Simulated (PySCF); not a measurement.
**Changing the system itself: SnI**

One physical setting of the base script is moved in each run, with the edits that it forces.

The runs use PySCF 2.14.0; each script names its method and basis.

3 further runs of the same task are left out: 2 for a known fault of the program, 1 that didn't finish.

**1. Starting geometry**

SnI: 2 atoms, charge 0, spin multiplicity 2.

Bond lengths: Sn1–I2 3.059 Å.

**2. The base run**

input.py reads:

```python
from pyscf import gto, scf

mol = gto.M(
    atom='Sn 0 0 0; I 0 0 3.059',
    basis='sbkjc',
    ecp={'Sn': 'sbkjc', 'I': 'sbkjc'},
    charge=0,
    spin=1,
    verbose=4,
)
mf = scf.UHF(mol)
mf.kernel()
mf.dip_moment()
print('orbital energies (hartree):', [e[max(0, n-3):n+3].round(4) for e, n in zip(mf.mo_energy, mol.nelec)])
```

The run is started by

```sh
$ OMP_NUM_THREADS=1 python input.py
```

Its log is not repeated here.

Base result: E(SCF) = -14.527512 Eh, 11 cycles, ⟨S²⟩ = 0.760, μ = 5.97 D.

The bond length is a typed value, not an optimised one.

**3. Bond 3.273 Å**

Run 1 changes bond length: 3.059 Å → 3.273 Å.

input.py reads:

```python
from pyscf import gto, scf

mol = gto.M(
    atom='Sn 0 0 0; I 0 0 3.273',
    basis='sbkjc',
    ecp={'Sn': 'sbkjc', 'I': 'sbkjc'},
    charge=0,
    spin=1,
    verbose=4,
)
mf = scf.UHF(mol)
mf.kernel()
mf.dip_moment()
print('orbital energies (hartree):', [e[max(0, n-3):n+3].round(4) for e, n in zip(mf.mo_energy, mol.nelec)])
```

The run is started by

```sh
$ OMP_NUM_THREADS=1 python input.py
```

**4. Sextet**

Run 2 changes spin (2S): 1 → 5.

input.py: that of step 2 with these lines changed.

```diff
@@ -7,3 +7,3 @@
     charge=0,
-    spin=1,
+    spin=5,
     verbose=4,
```

**5. Electric field 0.001 a.u.**

Run 3 changes electric field: none → 0.001 a.u.

input.py: that of step 2 with these lines changed.

```diff
@@ -11,2 +11,7 @@
 mf = scf.UHF(mol)
+field = 0.001  # electric field along z, atomic units
+h = mf.get_hcore() + field*mol.intor('int1e_r')[2]
+mf.get_hcore = lambda *args: h
+e_nuc = mol.energy_nuc() - field*mol.atom_charges() @ mol.atom_coords()[:, 2]
+mf.energy_nuc = lambda *args: e_nuc
 mf.kernel()
```

**6. Lengths in bohr**

Run 4 changes length unit: angstrom → bohr; bond length: 3.059 Å → 3.059 bohr.

input.py: that of step 2 with these lines changed.

```diff
@@ -8,2 +8,3 @@
     spin=1,
+    unit='bohr',
     verbose=4,
```

**7. Bond 2.967 Å**

Run 5 changes bond length: 3.059 Å → 2.967 Å.

input.py: that of step 2 with these lines changed.

```diff
@@ -3,3 +3,3 @@
 mol = gto.M(
-    atom='Sn 0 0 0; I 0 0 3.059',
+    atom='Sn 0 0 0; I 0 0 2.967',
     basis='sbkjc',
```

Q: Predict the outcome of this session. Wanted: for each run, E(SCF); from base; gap, α spin; SCF dipole.

**Answer**, as computed:

| run | E(SCF) (hartree) | from base (eV) | cycles | gap, α spin (eV) | SCF dipole (D) |
| --- | --- | --- | --- | --- | --- |
| base | -14.527512 | 0 | 11 | 6.54 | 5.97 |
| bond 3.273 Å | -14.517268 | +0.2787 | 12 | 6.56 | 7.12 |
| sextet | -14.227983 | +8.1506 | 9 | 10.04 | 15.12 |
| electric field 0.001 a.u. | -14.525224 | +0.0623 | 11 | 6.51 | 5.65 |
| lengths in bohr (poor choice) | -13.537562 | not comparable | 10 | 6.11 | 4.32 |
| bond 2.967 Å | -14.530698 | -0.0867 | 11 | 6.52 | 5.39 |

In words: The largest comparable shift of the SCF energy, +8.151 eV, comes with the run “sextet”. The sextet solution found lies 8.15 eV above the base doublet at this geometry and level. Rows marked «poor choice» come from settings spoiled on purpose.
